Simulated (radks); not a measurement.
**La⁻ inside a hard spherical wall**

An exercise on one series of results from a longer session: the logs are not shown, and one member is left open.

The numbers are computed with radks (a radial shooting solver on a logarithmic mesh, Libxc functionals) version 1 (scalar-relativistic Kohn-Sham, PBE, spin-unpolarised, spherical densities, point nucleus), except any that are marked as measured or tabulated.

### The system

```
element       : lanthanum (Z = 57)
charge        : -1
electrons     : 58
configuration : [Xe] 5d2 6s2
```

Outer shells as boxes (Hund's rule):

La⁻
```
[Xe] core
5d [↑ ][↑ ][  ][  ][  ]
6s [↑↓]
```

The first run:

Input:

```text
Z 57
configuration [Xe] 5d2 6s2 6p0 7s0 6d0
relativity scalar-relativistic
functional pbe,pbe
spin unpolarised
nucleus point
wall 20 bohr
c 137.035999084
```

Steps of the session up to this table: Wall at 20 bohr; Wall at 15 bohr; Wall at 12 bohr; Wall at 10 bohr; Wall at 8 bohr; Wall at 7 bohr; Wall at 6 bohr; Wall at 5 bohr; Wall at 3.5 bohr; Wall at 2.5 bohr.

One of the session's tables, all rows but one given; the rest of the session is left out.

| R (bohr) | E − E(widest) (eV) | ε(5d) (eV) | ε(6p, empty) (eV) | ε(7s, empty) (eV) | ε(6d, empty) (eV) |
| --- | --- | --- | --- | --- | --- |
| 20 | 0.000 | 1.608 | 1.730 | 2.000 | 2.447 |
| 15 | 0.051 | 1.813 | 2.060 | 3.028 | 3.526 |
| 12 | ? | ? | ? | ? | ? |
| 10 | 0.624 | 2.716 | 3.305 | 6.889 | 6.683 |
| 8 | 2.094 | 3.976 | 5.148 | 12.072 | 10.453 |
| 7 | 4.075 | 5.164 | 7.088 | 17.239 | 14.033 |
| 6 | 8.383 | 7.091 | 10.648 | 26.265 | 20.048 |
| 5 | 18.876 | 10.522 | 17.903 | 43.533 | 31.093 |
| 3.5 | 90.642 | 25.593 | 53.413 | 118.68 | 77.256 |
| 2.5 | 389.32 | 67.711 | 151.30 | 304.45 | 189.30 |

Q: Estimate the row for R (bohr) = 12 from the others.

Worked estimate for «E − E(widest) (eV)». A straight line through the neighbours (15, 0.051) and (10, 0.624) gives 0.051 + (0.624 − 0.051) × (12 − 15) / (10 − 15) = 0.395; a parabola fitted to 4 rows on both sides gives 0.368.

**Answer.** E − E(widest) (eV): 0.212; ε(5d) (eV): 2.158; ε(6p, empty) (eV): 2.543; ε(7s, empty) (eV): 4.587; ε(6d, empty) (eV): 4.883. In «E − E(widest) (eV)» the line misses by +0.183 and the parabola by +0.156.

From R = 20 bohr inwards the highest occupied level lies above zero, in an anion first from self-interaction, then from the wall. Shells are not refilled when levels cross, and a hard wall is a model, not a crystal.
